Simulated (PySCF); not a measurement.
**CoCl₂⁺: relaxation and vibrations of the quintet**

The task is one start of a wider search on CoCl₂⁺: the quintet, from a bent start. It is relaxed, tested by its Hessian and followed downhill if it is a saddle.

Computed with PySCF 2.14.0. Level: PBE0, basis Co def2-TZVP, Cl def2-TZVP, no relativity, density fitting.

### Step 1. Starting geometry

3 atoms, charge 1, spin multiplicity 5.

Bond lengths: Co1–Cl2 2.058 Å, Co1–Cl3 2.058 Å. Angles: Cl2–Co1–Cl3 110.0°.

Z-matrix (Å, degrees; charge 1 multiplicity 5):
```
Co
Cl 1 2.0580
Cl 1 2.0580 2 110.00
```

### Step 2. Finding the electronic state

The steps below are one call of a driver around PySCF. For each, scf.py gives the equivalent set-up of the SCF; relaxations use the driver's own optimiser. After this first run the driver tries any further starts and a stability analysis.

scf.py reads:

```python
from pyscf import gto, scf, dft
mol = gto.M(atom='''
Co     0.000000     0.000000     0.000000
Cl     1.685800     0.000000     1.180400
Cl    -1.685800     0.000000     1.180400''',
    basis={'Co': 'def2-TZVP', 'Cl': 'def2-TZVP'},
    charge=1, spin=4)
mf = dft.UKS(mol, xc='PBE0')
mf.grids.atom_grid = (50, 194)
aux = {'Co': 'def2-universal-JKFIT', 'Cl': 'def2-universal-JKFIT'}
mf = mf.density_fit(auxbasis=aux)
mf.conv_tol = 1e-08
mf.diis_space = 10
mf.max_cycle = 60
mf.init_guess = 'minao'
mf.verbose = 4
mf.kernel()
```

Started as:

```sh
$ OMP_NUM_THREADS=4 python axn.py task.json out
```

What it wrote:

```text
init E= -2301.84586103128
[... the frontier-level lines of each cycle are left out ...]
cycle= 1 E= -2285.0686328279  delta_E= 16.8  |g|= 5.74  |ddm|= 5.61
cycle= 2 E= -2228.46181312745  delta_E= 56.6  |g|= 13.8  |ddm|= 11.4
cycle= 3 E= -2279.8432122718  delta_E= -51.4  |g|= 9.41  |ddm|= 7.51
cycle= 4 E= -2285.85036826113  delta_E= -6.01  |g|= 7.92  |ddm|= 1.48
cycle= 5 E= -2294.63747877751  delta_E= -8.79  |g|= 5.69  |ddm|= 3.83
cycle= 6 E= -2296.01844402058  delta_E= -1.38  |g|= 4.93  |ddm|= 0.512
cycle= 7 E= -2298.94779207531  delta_E= -2.93  |g|= 3.57  |ddm|= 0.936
cycle= 8 E= -2302.21378602886  delta_E= -3.27  |g|= 0.667  |ddm|= 1.13
cycle= 9 E= -2302.3429883164  delta_E= -0.129  |g|= 0.279  |ddm|= 0.534
cycle= 10 E= -2302.3758672636  delta_E= -0.0329  |g|= 0.0541  |ddm|= 0.203
cycle= 11 E= -2302.37475889822  delta_E= 0.00111  |g|= 0.127  |ddm|= 0.102
cycle= 12 E= -2302.37780244575  delta_E= -0.00304  |g|= 0.0779  |ddm|= 0.022
cycle= 13 E= -2302.37995497897  delta_E= -0.00215  |g|= 0.022  |ddm|= 0.0521
cycle= 14 E= -2302.38020999189  delta_E= -0.000255  |g|= 0.0185  |ddm|= 0.0329
cycle= 15 E= -2302.38033316551  delta_E= -0.000123  |g|= 0.0034  |ddm|= 0.00916
cycle= 16 E= -2302.38037047338  delta_E= -3.73e-05  |g|= 0.00142  |ddm|= 0.0135
cycle= 17 E= -2302.38037900457  delta_E= -8.53e-06  |g|= 0.000931  |ddm|= 0.00802
cycle= 18 E= -2302.38038073398  delta_E= -1.73e-06  |g|= 0.000363  |ddm|= 0.00261
cycle= 19 E= -2302.38038159864  delta_E= -8.65e-07  |g|= 0.000227  |ddm|= 0.00192
cycle= 20 E= -2302.38038227558  delta_E= -6.77e-07  |g|= 0.000195  |ddm|= 0.00185
cycle= 21 E= -2302.38038305006  delta_E= -7.74e-07  |g|= 0.000263  |ddm|= 0.00297
cycle= 22 E= -2302.38038350864  delta_E= -4.59e-07  |g|= 9.36e-05  |ddm|= 0.00302
cycle= 23 E= -2302.38038359251  delta_E= -8.39e-08  |g|= 9.64e-05  |ddm|= 0.00105
cycle= 24 E= -2302.38038364483  delta_E= -5.23e-08  |g|= 3.46e-05  |ddm|= 0.00105
cycle= 25 E= -2302.38038365243  delta_E= -7.6e-09  |g|= 4.54e-06  |ddm|= 0.000432
Extra cycle  E= -2302.38038365243  delta_E= -4.09e-12  |g|= 1.03e-05  |ddm|= 1.02e-05
converged SCF energy = -2302.38038365243  <S^2> = 6.0185214  2S+1 = 5.0074031
```

This step, with its further starts and checks, ran for 22 s (4 threads of Arm Neoverse V2, shared host).

Energies from each starting density:

| start | energy (Eh) |
| --- | --- |
| the minimal-basis guess | -2302.380384 |
| a thermally smeared density | -2302.380384 |
| a smeared PBE density | -2302.380384 |

No lower solution of this spin turned up from the other starts or in the test of internal stability.

### Step 3. Relaxation: bent start, quintet

The program finds C2v symmetry in the start, which this walk keeps. Threshold on the gradient: 0.0003 Eh/bohr, with a further test on the energy change.

scf.py, as its differences from that of step 2:

```diff
@@ -3,3 +3,3 @@
-Co     0.000000     0.000000     0.000000
-Cl     1.685800     0.000000     1.180400
-Cl    -1.685800     0.000000     1.180400''',
+Co     0.000000     0.000000    -0.640598
+Cl     1.685800     0.000000     0.539802
+Cl    -1.685800     0.000000     0.539802''',
@@ -15 +14,0 @@
-mf.init_guess = 'minao'
```

Energy and gradient, step by step:

| step | energy (Eh) | change (kJ/mol) | largest symmetric gradient (Eh/bohr) |
| --- | --- | --- | --- |
| 0 | -2302.380384 | 0.00 | 0.02356 |
| 1 | -2302.383593 | -8.43 | 0.01427 |
| 2 | -2302.388527 | -21.38 | 0.00612 |
| 3 | -2302.391231 | -28.48 | 0.00926 |
| 4 | -2302.392054 | -30.64 | 0.00974 |
| 5 | -2302.393032 | -33.21 | 0.00694 |
| 6 | -2302.393825 | -35.29 | 0.00206 |
| 7 | -2302.393949 | -35.61 | 0.00742 |
| 8 | -2302.394190 | -36.25 | 0.00072 |
| 9 | -2302.394237 | -36.37 | 0.00041 |
| 10 | -2302.394260 | -36.43 | 0.00064 |
| 11 | -2302.394263 | -36.44 | 0.00003 |

The walk took 27 s.

Geometry (Å) and forces (eV/Å) at some steps:

```
step 0
Co   0.000   0.000  -0.641   0.000   0.000   1.211
Cl   1.686   0.000   0.540  -0.114   0.000  -0.606
Cl  -1.686   0.000   0.540   0.114   0.000  -0.606
step 1
Co   0.000   0.000  -0.580   0.000   0.000   0.734
Cl   1.722   0.000   0.509   0.091   0.000  -0.367
Cl  -1.722   0.000   0.509  -0.091   0.000  -0.367
step 6
Co   0.000   0.000  -0.033   0.000   0.000   0.106
Cl   2.020   0.000   0.236  -0.039   0.000  -0.053
Cl  -2.020   0.000   0.236   0.039   0.000  -0.053
step 11
Co   0.000   0.000   0.144   0.000   0.000   0.001
Cl   2.037   0.000   0.148  -0.002   0.000  -0.001
Cl  -2.037   0.000   0.148   0.002   0.000  -0.001
```

It settles in D∞h symmetry, 36.4 kJ/mol below the start, after 11 steps: Co–Cl 2.037 Å (×2); Cl–Co–Cl 179.8°.

### Step 4. Vibrations and properties at this point

The point is checked on the finer grid, and tightened if its gradient asks for it. The Hessian and the dipole derivatives come from central differences of analytic gradients, with steps of 0.02 bohr.

scf.py, as its differences from that of step 3:

```diff
@@ -3,3 +3,3 @@
-Co     0.000000     0.000000    -0.640598
-Cl     1.685800     0.000000     0.539802
-Cl    -1.685800     0.000000     0.539802''',
+Co     0.000000     0.000000     0.000000
+Cl     2.037219     0.000000     0.000000
+Cl    -2.037219     0.000000     0.000000''',
@@ -9 +9 @@
-mf.grids.atom_grid = (50, 194)
+mf.grids.atom_grid = (75, 302)
@@ -12 +12 @@
-mf.conv_tol = 1e-08
+mf.conv_tol = 1e-10
```

This SCF starts from the last density.

SCF at the final geometry:

```text
init E= -2302.3941750933
[... the frontier-level lines of each cycle are left out ...]
cycle= 1 E= -2302.39417509324  delta_E= 5.41e-11  |g|= 1.73e-05  |ddm|= 1.04e-05
cycle= 2 E= -2302.39417509165  delta_E= 1.59e-09  |g|= 8.08e-05  |ddm|= 3.67e-05
cycle= 3 E= -2302.39417509334  delta_E= -1.69e-09  |g|= 1.57e-06  |ddm|= 2.96e-05
cycle= 4 E= -2302.39417509337  delta_E= -2.59e-11  |g|= 1.58e-06  |ddm|= 7.38e-06
Extra cycle  E= -2302.39417509336  delta_E= 2.27e-12  |g|= 4.31e-06  |ddm|= 4.96e-06
converged SCF energy = -2302.39417509336  <S^2> = 6.0167542  2S+1 = 5.0066972
```

The whole step took 23 s.

Geometry: D∞h; Co–Cl 2.037 Å (×2); Cl–Co–Cl 180.0°.

Modes, for the most abundant isotopes:

```json
{"symmetry": "πu", "ω (cm⁻¹)": "53", "IR (km/mol)": "20.2", "type": "bend"}
{"symmetry": "σg+", "ω (cm⁻¹)": "399", "IR (km/mol)": "0.0", "type": "stretch"}
{"symmetry": "σu+", "ω (cm⁻¹)": "572", "IR (km/mol)": "66.6", "type": "stretch"}
```

No imaginary mode, so this is a minimum.

Constants and moments:

| Quantity | Value |
| --- | --- |
| Dipole moment about the centre of mass | 0.00 D |
| Highest occupied level | -15.46 eV |
| Lowest empty level | -12.03 eV |
| Rotational constants | 0.05808 cm⁻¹ |
| Zero-point energy | 6.4 kJ/mol |
| Principal polarisabilities | 27.2, 27.2, 116.9 bohr³ |
| Principal traceless quadrupole moments about the centre of mass | -3.77, -3.77, 7.53 D Å |
| Entropy at 298.15 K and 1 bar (electronic part: spin only) | 298.9 J/(mol K) |
| Heat capacity Cp at 298.15 K | 56.4 J/(mol K) |
| Enthalpy at 298.15 K above 0 K | 14.30 kJ/mol |
| Rotational symmetry number | 2 |
| Spin squared ⟨S²⟩ | 6.017 |

Populations by atom (charges in e):

```csv
atom,Mulliken,Löwdin,polar tensor,spin (Mulliken),Mayer order to Co1
Co1,0.93,0.24,1.33,2.96,–
"Cl2,3",0.04,0.38,-0.17,0.52,1.37
```

Outer orbital energies (eV). α occupied: -20.89, -19.63, -17.08, -17.03, -16.55, -16.55, -15.92, -15.92; empty: -6.62, -5.15, -5.15, -2.32. β occupied: -28.96, -18.63, -17.69, -16.93, -16.93, -16.68, -15.46, -15.46; empty: -12.03, -12.03, -11.53, -10.82.

Mulliken populations on Co1: s 6.47, p 12.37, d 7.23, f 0.00.

### Step 5. What came out

| quantity | value |
| --- | --- |
| minimum | quintet, D∞h |
| geometry | Co–Cl 2.037 Å (×2); Cl–Co–Cl 180.0° |
| wavenumbers (cm⁻¹) | 53 (πu), 399 (σg+), 572 (σu+) |
| dipole moment (centre of mass) | 0.00 D |
| highest occupied, lowest empty level (either spin) | -15.46, -12.03 eV |
| polar-tensor charge of Co1 | +1.33 e |
| zero-point energy | 6.4 kJ/mol |
| entropy at 298.15 K | 298.9 J/(mol K) |
| ⟨S²⟩ | 6.017 |

What this shows: The bent start (C2v) ends in a minimum of D∞h symmetry. In the infrared the band at 572 cm⁻¹ (σu+, stretch) leads. Most of the spin sits on Co1 (Mulliken spin 2.96, against 4 for the whole molecule). Other starts or spin states, not run here, may lie lower. One determinant may miss the lowest occupation of an open d or f shell.

The search up to here took 72 s.
